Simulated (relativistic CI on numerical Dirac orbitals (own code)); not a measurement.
**Ta³⁺: one ion under different settings**

How much do the settings matter for Ta³⁺? One ion, several inputs.

The numbers are computed with relativistic CI on numerical Dirac orbitals (own code) version 3 (Dirac-Coulomb-Breit CI, KLI orbitals optimised for each configuration, model QED (radiative potential, 1s self-energy scaled to tabulated hydrogen-like ionisation energies), numerical settings as typed), except any that are marked as measured or tabulated.

**1. Starting point**

| Property | Result |
| --- | --- |
| ion | Ta³⁺ (Ta IV) |
| nuclear charge | 73 |
| electrons | 70 |
| isotope | A = 181 |

**2. Usual settings**

The run's settings:

```ini
atom Ta  Z=73  charge=3  electrons=70
nucleus A=181  rms_radius_fm=5.3507
hamiltonian dirac-coulomb  breit=on  qed=on  c_scale=1
orbitals kli  potential=per-configuration
slater_scale 1
correlation none
mixing on
grid step=0.0125 r_max=64.9
scf mixing=0.4 start=green max_iterations=150 tolerance=2e-08 node_fill=0.05
configurations
  [Xe] 4f14 5d2
  [Xe] 4f14 5d 6s
  [Xe] 4f14 6s2
end
```

Started as:

```bash
$ python run_levels.py task.json out
```

task.json lists these runs, among others, and the program works through them in turn.

**3. End of the grid 32.45, iteration limit 20, Slater scale 1.2**

The run's settings:

```ini
atom Ta  Z=73  charge=3  electrons=70
nucleus A=181  rms_radius_fm=5.3507
hamiltonian dirac-coulomb  breit=on  qed=on  c_scale=1
orbitals kli  potential=per-configuration
slater_scale 1.2
correlation none
mixing on
grid step=0.0125 r_max=32.45
scf mixing=0.4 start=green max_iterations=20 tolerance=2e-08 node_fill=0.05
configurations
  [Xe] 4f14 5d2
  [Xe] 4f14 5d 6s
  [Xe] 4f14 6s2
end
```

**4. Tolerance 0.0001**

The run's settings:

```ini
atom Ta  Z=73  charge=3  electrons=70
nucleus A=181  rms_radius_fm=5.3507
hamiltonian dirac-coulomb  breit=on  qed=on  c_scale=1
orbitals kli  potential=per-configuration
slater_scale 1
correlation none
mixing on
grid step=0.0125 r_max=64.9
scf mixing=0.4 start=green max_iterations=150 tolerance=0.0001 node_fill=0.05
configurations
  [Xe] 4f14 5d2
  [Xe] 4f14 5d 6s
  [Xe] 4f14 6s2
end
```

**5. Grid step 0.006, speed-of-light factor 0.8**

The run's settings:

```ini
atom Ta  Z=73  charge=3  electrons=70
nucleus A=181  rms_radius_fm=5.3507
hamiltonian dirac-coulomb  breit=on  qed=on  c_scale=0.8
orbitals kli  potential=per-configuration
slater_scale 1
correlation none
mixing on
grid step=0.006 r_max=64.9
scf mixing=0.4 start=green max_iterations=150 tolerance=2e-08 node_fill=0.05
configurations
  [Xe] 4f14 5d2
  [Xe] 4f14 5d 6s
  [Xe] 4f14 6s2
end
```

**6. Nuclear radius 6.9559**

The run's settings:

```ini
atom Ta  Z=73  charge=3  electrons=70
nucleus A=181  rms_radius_fm=6.9559
hamiltonian dirac-coulomb  breit=on  qed=on  c_scale=1
orbitals kli  potential=per-configuration
slater_scale 1
correlation none
mixing on
grid step=0.0125 r_max=64.9
scf mixing=0.4 start=green max_iterations=150 tolerance=2e-08 node_fill=0.05
configurations
  [Xe] 4f14 5d2
  [Xe] 4f14 5d 6s
  [Xe] 4f14 6s2
end
```

**7. End of the grid 16.23**

The run's settings:

```ini
atom Ta  Z=73  charge=3  electrons=70
nucleus A=181  rms_radius_fm=5.3507
hamiltonian dirac-coulomb  breit=on  qed=on  c_scale=1
orbitals kli  potential=per-configuration
slater_scale 1
correlation none
mixing on
grid step=0.0125 r_max=16.23
scf mixing=0.4 start=green max_iterations=64 tolerance=2e-08 node_fill=0.05
configurations
  [Xe] 4f14 5d2
  [Xe] 4f14 5d 6s
  [Xe] 4f14 6s2
end
```

**8. Potential mixing 0.001**

Changes to the settings of step 7:

```diff
@@ -7,4 +7,4 @@
 mixing on
-grid step=0.0125 r_max=16.23
-scf mixing=0.4 start=green max_iterations=64 tolerance=2e-08 node_fill=0.05
+grid step=0.0125 r_max=64.9
+scf mixing=0.001 start=green max_iterations=75 tolerance=2e-08 node_fill=0.05
 configurations
```

(Steps that only read results are left out.)

Q: Predict the outcome of this session. Wanted: lowest level, usual settings; total energy; first excitation.

**Answer**, as computed:

| setting | total energy less usual (Ha) | largest shift of a level among the lowest eight of both runs, same label and place (cm⁻¹) | SCF iterations | time | lowest level | kind of change |
| --- | --- | --- | --- | --- | --- | --- |
| usual | 0 | 0 | 39 | 0.47 s | 5d2 3F2 | - |
| end of the grid 32.45, iteration limit 20, Slater scale 1.2 | -0.00613 | 2810 | 39 | 0.37 s | 5d2 3F2 | model term |
| tolerance 0.0001 | 3.33e-06 | 0.175 | 29 | 0.37 s | 5d2 3F2 | numerical |
| grid step 0.006, speed-of-light factor 0.8 | -580 | 3380 | 44 | 0.86 s | 5d2 3F2 | unphysical constant |
| nuclear radius 6.9559 | 1.24 | 3.34 | 39 | 0.41 s | 5d2 3F2 | unphysical constant |
| end of the grid 16.23 | 0 | 0 | 38 | 0.58 s | 5d2 3F2 | extreme, harmless here |
| potential mixing 0.001 | 0 | 0 | 66 | 0.63 s | 5d2 3F2 | extreme, harmless here |

| quantity | value |
| --- | --- |
| lowest level, usual settings | 5d2 3F2 |
| total energy | -15587.5401 Ha |
| first excitation | 3794.4 cm⁻¹ |

What this shows: Among the runs whose levels can be followed, they move most under «grid step 0.006, speed-of-light factor 0.8» (unphysical constant), by up to 3380 cm⁻¹. No visible change in the result comes from «tolerance 0.0001» or «end of the grid 16.23» or «potential mixing 0.001». «Potential mixing 0.001» costs 66 SCF iterations against 39. Only the listed configurations are in the model. Near neutrality, missing correlation can shift configurations against each other by thousands of cm⁻¹.
